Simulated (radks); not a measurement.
# Ionising zinc step by step, Zn to Zn³⁺

The task here is to estimate one member of a computed series from the others.

Method: Dirac Kohn-Sham, PBE, spin-unpolarised, spherical densities, finite nucleus; open shells fill j = l - 1/2 first. Code: radks (a radial shooting solver on a logarithmic mesh, Libxc functionals) version 1.

**Starting point**

| Quantity | Value |
| --- | --- |
| element | zinc (Z = 30) |
| charges | 0 to 3 |
| first configuration | [Ar] 3d10 4s2 |
| last configuration | [Ar] 3d9 |

Set-up of the first run:

Settings of this run:

```text
Z 30
configuration [Ar] 3d10 4s2
relativity Dirac
functional pbe,pbe
spin unpolarised
j_filling energy
nucleus finite rms 3.9283 fm
c 137.035999084
```

Among the steps run: Zn, [Ar] 3d10 4s2.

One table of the session follows, with a row left open; its other results are not shown here.

It belongs to the step «Zn, [Ar] 3d10 4s2». Radial moments (bohr):

| level | <r> | outermost maximum (interpolated) | 90 % within | nodes |
| --- | --- | --- | --- | --- |
| 2p1/2 | 0.1959 | 0.150 | 0.321 | 0 |
| 2p3/2 | 0.1993 | 0.153 | 0.326 | 0 |
| 3s1/2 | 0.6809 | 0.588 | 1.02 | 2 |
| 3p1/2 | ? | ? | ? | ? |
| 3p3/2 | 0.7168 | 0.595 | 1.11 | 1 |
| 3d3/2 | 0.9064 | 0.565 | 1.60 | 0 |
| 3d5/2 | 0.9151 | 0.568 | 1.62 | 0 |
| 4s1/2 | 2.655 | 2.09 | 4.12 | 3 |

Estimate the missing values for 3p1/2.

**Answer.** <r>: 0.7060; outermost maximum (interpolated): 0.587; 90 % within: 1.09; nodes: 1. In the column «<r>» it lies between 3s1/2 (0.6809) and 3p3/2 (0.7168).

Caveats from the session: Spin polarisation and multiplet splitting are left out, so open shells lie too high by an amount that depends on their filling.
